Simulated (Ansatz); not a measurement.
# CoO: the cost of one run

Computed with Ansatz 0.2.0 (DFT PBE+U (U_eff = 3.3 eV on Co 3d), scalar-relativistic, plane waves, PAW, unless a step's input says otherwise).

These runs use a low cutoff (300 eV) and a coarse mesh on purpose, to show what cheap settings give: their numbers aren't properties of the material.

## Step 1: The system as given

It takes space group Fm-3m (No. 225, cubic). The conventional cell has a = 4.263 Å, b = 4.263 Å, c = 4.263 Å, α = 90.00°, β = 90.00°, γ = 90.00°. Co (site symmetry m-3m) has 6 O at 2.13 Å in its first shell of neighbours. O (site symmetry m-3m) is surrounded by 6 Co at 2.13 Å.

Structure file:

```
Co O
1.0
     0.00000    2.13150    2.13150
     2.13150    0.00000    2.13150
     2.13150    2.13150    0.00000
Co O
1 1
Direct
  0.00000 0.00000 0.00000
  0.50000 0.50000 0.50000
```

Starting moments: Co 3.00 μB.

## Step 2: First run, at the start cell

File input.yaml:

```yaml
crystal:
  lattice:
    - [0.0, 2.1315, 2.1315]
    - [2.1315, 0.0, 2.1315]
    - [2.1315, 2.1315, 0.0]
  atoms:
    - { symbol: Co, position: [0.0, 0.0, 0.0], spin: 3.0 }
    - { symbol: O, position: [0.5, 0.5, 0.5] }
basis:
  ecutwfc: 300
  ecutrho_ratio: 4
kpoints:
  mp_grid: { grid: [6, 6, 6] }
hamiltonian:
  xc: pbe
  hubbard: { sites: [{ species: Co, l: d, u_eff: 3.3 }] }
scf:
  occupations: { method: gaussian, width: 0.05 }
output:
  forces: true
  stress: true
  eigenvalues: true
  populations: true
  hubbard: { sites: [{ species: Co, l: d }] }
magnetization:
  spin_polarized: true
```

Started as:

```
ansatz run input.yaml --threads 1 --pin off --max-ram 2560MiB --backend cpu --events-out ev --progress --plain --runs-dir out
```

What time and memory should one allow on 1 thread of Intel Xeon Platinum 8259CL at 2.50GHz (Skylake/Cascade Lake), shared host?

About 12 s, with a peak of 0.42 GiB.
